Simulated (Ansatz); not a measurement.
# Al: the cost of one run

Computed with Ansatz 0.2.0 (DFT PBEsol, scalar-relativistic, unless a step's input says otherwise).

### Step 1. The system as given

Symmetry: Fm-3m, No. 225, cubic system. The conventional cell has a = 4.048 Å, b = 4.048 Å, c = 4.048 Å, α = 90.00°, β = 90.00°, γ = 90.00°. Al (site symmetry m-3m) has 12 Al at 2.86 Å as nearest neighbours.

As a file:

```
CELL_PARAMETERS angstrom
0.00000 2.02398 2.02398
2.02398 0.00000 2.02398
2.02398 2.02398 0.00000
ATOMIC_POSITIONS crystal
Al 0.00000 0.00000 0.00000
```

### Step 2. The deformed structure

Space group Fm-3m before, I4/mmm after.

### Step 3. Full-potential LAPW

input.yaml

```yaml
crystal:
  lattice:
    - [0.0, 2.0037402, 2.02398]
    - [2.0037402, 0.0, 2.02398]
    - [2.0037402, 2.0037402, 0.0]
  atoms:
    - { symbol: Al, position: [0.0, 0.0, 0.0] }
kpoints:
  mp_grid: { grid: [14, 14, 14] }
  band_path:
    path:
      - [0.0, 0.0, 0.0]
      - [0.0, 0.5, 0.5]
      - [0.25, 0.75, 0.5]
      - [0.0, 0.5, 0.0]
      - [0.0, 0.0, 0.0]
      - [0.5, 0.5, 0.0]
      - [0.3725125, 0.6274875, 0.0]
      - [-0.3725125, 0.3725125, 0.0]
      - [0.0, 0.0, 0.0]
    npoints: 5
scf:
  occupations: { method: fermi_dirac, width: 0.05 }
hamiltonian:
  xc: pbesol
  pseudopotentials: { kind: all_electron, lapw: { basis_error: 0.001 } }
output:
  forces: true
  stress: true
  eigenvalues: true
```

Launch:

```bash
$ ansatz run input.yaml --threads 1 --pin off --max-ram 3072MiB --backend cpu --events-out ev --progress --plain --runs-dir out
```

**Question.** How long does this run take on 1 thread of Arm Neoverse V1, shared host, and how much memory does it need?

About 6.3 s, with a peak of 0.24 GiB.
